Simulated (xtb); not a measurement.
**AlClOF (SMILES [O][Al]([F])[Cl]): GFN2-xTB**

Wanted: a geometry optimisation of AlClOF. 

Program for the calculation: xtb 6.7.1.

3 further runs of the same task are left out: 3 set aside as unsound or not needed.

## 1. The structure to begin with

AlClOF: 4 atoms, total charge 0, spin state doublet. As SMILES, `[O][Al]([F])[Cl]`. The shape is that of a PBE0-D4/def2-TZVP optimisation. The run starts from this shape.

Bond lengths: O1–Al2 1.724 Å, Al2–F3 1.632 Å, Al2–Cl4 2.063 Å. Angles: O1–Al2–F3 118.6°, O1–Al2–Cl4 118.4°, F3–Al2–Cl4 122.9°.

## 2. A geometry optimisation at GFN2-xTB

Input file .CHRG:

```
0
```

Input file .UHF:

```
1
```

Input file mol.xyz:

```xyz
4

O      0.99330     0.59170     1.29480
Al     0.06190    -0.09520     0.01670
F      0.27810    -1.67120    -0.34890
Cl    -1.27770     1.11440    -0.98290
```

The run is started by

```sh
$ xtb mol.xyz -o vtight > out.txt
```

What values should one expect? Wanted: total energy at the end; dipole moment; HOMO energy; LUMO energy; dispersion energy; mean polarisability.

Computed results:

Level: GFN2-xTB.

| quantity | value |
| --- | --- |
| total energy at the end | -14.50535 Eh |
| dipole moment | 2.20 D |
| HOMO energy (partly filled) | -12.78 eV |
| LUMO energy | -7.95 eV |
| dispersion energy | -5.25 kJ/mol |
| mean polarisability (D4 model) | 51.3 bohr³ |

**Reading.** At the final geometry: Bond lengths: O1–Al2 1.618 Å, Al2–F3 1.642 Å, Al2–Cl4 2.056 Å. Angles: O1–Al2–F3 137.9°, O1–Al2–Cl4 103.4°, F3–Al2–Cl4 118.7°. The optimisation took 10 steps and changed the energy by -0.214 eV.
